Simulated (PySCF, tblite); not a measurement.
**C₆H₆BrS radical: geometry, infrared bands and EPR parameters**

What infrared bands and EPR parameters should C₆H₆BrS radical (`S=C=C(Br)C1C[CH]C1`) show?

Computed with tblite 0.8.0 and PySCF 2.14.0, with density-fitted response routines of our own, on a single molecule in the gas phase. Atoms are numbered from 0 throughout.

## (1) Starting geometry

14 atoms, charge 0, multiplicity 2; geometry from: force field or distance geometry start.

Bonds of the start (Å): S0–C1 1.80, C1–C2 1.30, C2–Br3 1.84, C2–C4 1.49, C4–C5 1.55, C5–C6 1.47, C6–C7 1.47, C7–C4 1.55, C4–H8 1.09, C5–H9 1.09, C5–H10 1.09, C6–H11 1.08, C7–H12 1.08, C7–H13 1.09.

## (2) Geometry optimisation with GFN2-xTB

Job settings and geometry (Å):

```
{"job": {"kind": "relax", "xc": "GFN2-xTB", "basis": "xTB"}, "charge": 0, "multiplicity": 2}
S      3.519400     1.857100    -0.095700
C      2.284600     0.627800     0.361100
C      1.403100    -0.261400     0.704800
Br     2.064700    -1.786100     1.500100
C     -0.075100    -0.064600     0.754900
C     -0.930000    -1.106100    -0.009700
C     -1.740700     0.009500    -0.505400
C     -0.673200     0.981200    -0.216300
H     -0.412000     0.089200     1.783300
H     -0.432900    -1.655700    -0.810200
H     -1.469700    -1.809700     0.630600
H     -2.410300    -0.005600    -1.350500
H     -0.103700     1.227100    -1.105000
H     -1.024900     1.896700     0.251200
```

Command:

```bash
OMP_NUM_THREADS=1 python probes_run.py task.json out
```

One launch serves the whole session: the jobs run in the order shown.

**Question.** This job is followed by: GFN2-xTB harmonic vibrations, gas phase; UKS B3LYP, def2-TZVP-core on Br, pcH-1 on C H S, non-relativistic, mean-field spin-orbit, GIAO. Predict these results of the whole session: strongest single infrared mode (GFN2-xTB); zero-point energy (GFN2-xTB); g(iso) (B3LYP); ⟨S²⟩; largest a(iso) (averaged by class); surface potential, 1st and 99th percentile.

The runs gave:

| quantity | value |
| --- | --- |
| strongest single infrared mode (GFN2-xTB) | 1855 cm⁻¹, 341 km/mol |
| zero-point energy (GFN2-xTB) | 59.9 kcal/mol |
| g(iso) (B3LYP) | 2.00299 |
| ⟨S²⟩ | 0.754 (exact 0.75) |
| largest a(iso) (averaged by class) | 1H on H9, H12, 135.1 MHz |
| surface potential, 1st and 99th percentile | -0.50 V and 0.86 V |

In words: Over 95 steps the energy fell by 1.283 eV; of the close pairs, S0–C1 changed most, 1.801 to 1.563 Å. No mode is imaginary among the 36: a minimum at this level. The strongest single mode, at 1855 cm⁻¹, moves mainly C1 and C2. GFN2-xTB is a fitted tight-binding method: band positions and strengths are rough. Its intensities can rank the bands wrongly. Most of the unpaired spin sits on C6 (1.00 e). The isotropic g lies 0.7 ppt above the free-electron value. The hyperfine terms hold no scalar relativity, which the heavier nuclei need.
